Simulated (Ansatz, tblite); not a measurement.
K₂IBr: GFN1-xTB, run from Python

These are simulated results from tblite 0.8.0, not measurements. The cell was built from a prototype and was relaxed with r2SCAN in plane waves (Ansatz 0.2.0). It may be hypothetical. All runs are without spin polarisation.

The symmetry is R-3m (No. 166, trigonal); conventional cell a = 4.837 Å, c = 23.760 Å, 40.11 Å³ an atom. Br is surrounded by 6 K at 3.34 Å; I is surrounded by 6 K at 3.51 Å; K is surrounded by 3 Br at 3.34 Å and 3 I at 3.51 Å.

tblite solves periodic systems at the zone centre alone, so the script builds a cluster of 2×2×1 conventional cells (48 atoms), which folds in a coarse mesh of k points.

Input script:

```python
import json
from ase import Atoms
from ase.build import make_supercell
from ase.units import Bohr, GPa, Hartree
from tblite.interface import Calculator

atoms = Atoms(['Br', 'I', 'K', 'K'],
              cell=[[2.418273, 1.39619, 7.919886], [-2.418273, 1.39619, 7.919886], [-0.0, -2.792381, 7.919886]],
              scaled_positions=[[1.0, 0.0, 0.0], [0.5, 0.5, 0.5], [0.255897, 0.255897, 0.255897], [0.744103, 0.744103, 0.744103]],
              pbc=True)
cluster = make_supercell(atoms, [[2, -2, 0], [0, 2, -2], [1, 1, 1]])
calc = Calculator('GFN1-xTB', cluster.numbers, cluster.positions / Bohr, lattice=cluster.cell[:] / Bohr, periodic=cluster.pbc)
calc.set('temperature', 0.02 / Hartree)
calc.set('max-iter', 150)
res = calc.singlepoint()
levels = res.get('orbital-energies') * Hartree
nv = round(res.get('orbital-occupations').sum() / 2)
cells = len(cluster) // len(atoms)
out = {'energy_per_cell': res.get('energy') * Hartree / cells, 'homo': levels[nv - 1], 'lumo': levels[nv],
       'stress': (-res.get('virial') * Hartree / cluster.get_volume() / GPa).tolist(), 'charges': res.get('charges')[:len(atoms)].tolist(), 'electrons': 2 * nv / cells}
json.dump(out, open('results.json', 'w'))
for key, value in out.items():
    print(key, value)
```

Command: `python run.py`. It took 8 s on 1 thread of Intel(R) Xeon(R) Processor @ 2.50GHz (Skylake/Cascade Lake), on a shared host, peak memory 0.1 GiB.

Output:

```
------------------------------------------------------------
  cycle        total energy    energy error   density error
------------------------------------------------------------
      1     -104.5133184454  -1.0432359E+02   5.0678013E-01
      2     -100.5179300441   3.9953884E+00   3.4768239E-01
      3      219.9249711861   3.2044290E+02   1.3213074E+00
      4     -104.8120955021  -3.2473707E+02   1.0778924E-01
      5     -104.3984963117   4.1359919E-01   7.5199140E-02
      6     -104.6018910718  -2.0339476E-01   6.1163768E-02
      7     -104.6427465104  -4.0855439E-02   5.8364145E-02
      8     -105.0530681669  -4.1032166E-01   1.9865575E-02
      9     -105.0710466138  -1.7978447E-02   1.1011898E-02
     10     -105.0281053972   4.2941217E-02   3.2655599E-02
     11     -105.0479905080  -1.9885111E-02   2.6111380E-02
     12     -104.9737885455   7.4201963E-02   4.8875154E-02
     13     -105.0760996317  -1.0231109E-01   5.6607210E-03
     14     -105.0776504004  -1.5507687E-03   7.8877860E-03
     15     -105.0793234314  -1.6730310E-03   4.6032359E-03
     16     -105.0799874362  -6.6400476E-04   1.9197727E-03
     17     -105.0800134001  -2.5963913E-05   1.5173039E-03
     18     -105.0800206417  -7.2415844E-06   1.0675145E-03
     19     -105.0800341930  -1.3551377E-05   5.6691435E-04
     20     -105.0800278775   6.3155207E-06   8.1177717E-04
     21     -105.0800347910  -6.9134474E-06   6.1517411E-04
     22     -105.0800400492  -5.2582340E-06   4.4945240E-04
     23     -105.0800454837  -5.4344768E-06   2.2599822E-04
     24     -105.0800470903  -1.6065943E-06   1.2046718E-04
     25     -105.0800473845  -2.9420669E-07   9.8353975E-05
     26     -105.0800475633  -1.7883674E-07   7.5462927E-05
     27     -105.0800477083  -1.4495225E-07   4.8431882E-05
     28     -105.0800477559  -4.7619992E-08   3.7666879E-05
     29     -105.0800477789  -2.3037970E-08   2.9519613E-05
     30     -105.0800477978  -1.8887420E-08   1.8802749E-05
------------------------------------------------------------

 total:                                   6.833 sec
energy_per_cell -238.28114534045585
homo 5.698100600304427
lumo 5.843814438225771
stress [[-0.06362858707086047, -0.005707468585883007, 0.00010766895476168074], [-0.005707468585883014, -0.07021535421556808, 9.384649369236746e-05], [0.00010766895476169737, 9.384649369235322e-05, -0.7078417127370444]]
charges [-0.4821698445595125, -0.4435220222348424, 0.462317149154804, 0.4621417544315483]
electrons 16.0
```

The cycle table is in hartree for the whole cluster, and the lines after it are in eV (the energy for one cell). The printed stress is in GPa and positive in compression, and the pressure is its mean diagonal.

GFN1-xTB gives a gap of 0.15 eV. On the same cell, plane-wave PBE (Ansatz, 6×6×6 k points and the special points) gives a gap of 3.84 eV and r2SCAN a gap of 4.44 eV; on shared hosts these took about 17 and 42 core-seconds on the 4-atom cell, against 8 for the script. Spin-orbit coupling, left out in all these runs, can cut or reorder the gap by tenths of an eV, up to about 1 eV with Pb or Bi. xTB was fitted to molecules, so gaps, charges and pressures of solids can be far off, and the gap also depends on the size of the cluster.

The same script was run on cells scaled at fixed shape and fractional coordinates:

```json
{"volume (Å³/atom)": "35.30", "energy (meV/atom)": "16.0", "pressure (GPa, positive in compression)": "1.61", "gap (eV)": "0.48"}
{"volume (Å³/atom)": "37.70", "energy (meV/atom)": "1.0", "pressure (GPa, positive in compression)": "0.47", "gap (eV)": "0.28"}
{"volume (Å³/atom)": "40.11", "energy (meV/atom)": "0.0", "pressure (GPa, positive in compression)": "-0.28", "gap (eV)": "0.15"}
{"volume (Å³/atom)": "42.52", "energy (meV/atom)": "8.1", "pressure (GPa, positive in compression)": "-0.76", "gap (eV)": "0.09"}
{"volume (Å³/atom)": "44.92", "energy (meV/atom)": "22.2", "pressure (GPa, positive in compression)": "-1.10", "gap (eV)": "0.06"}
```

A Birch-Murnaghan fit puts the minimum at 39.09 Å³/atom, 2.6 % below the given cell, with a bulk modulus of 11.7 GPa at fixed shape.

xTB was fitted mostly to molecules, and a small cluster samples few k points, so gaps, pressures and kinks along a curve can be far from a solid's.

Spin-orbit coupling is left out, which matters wherever the heavy atoms make up the band edges.
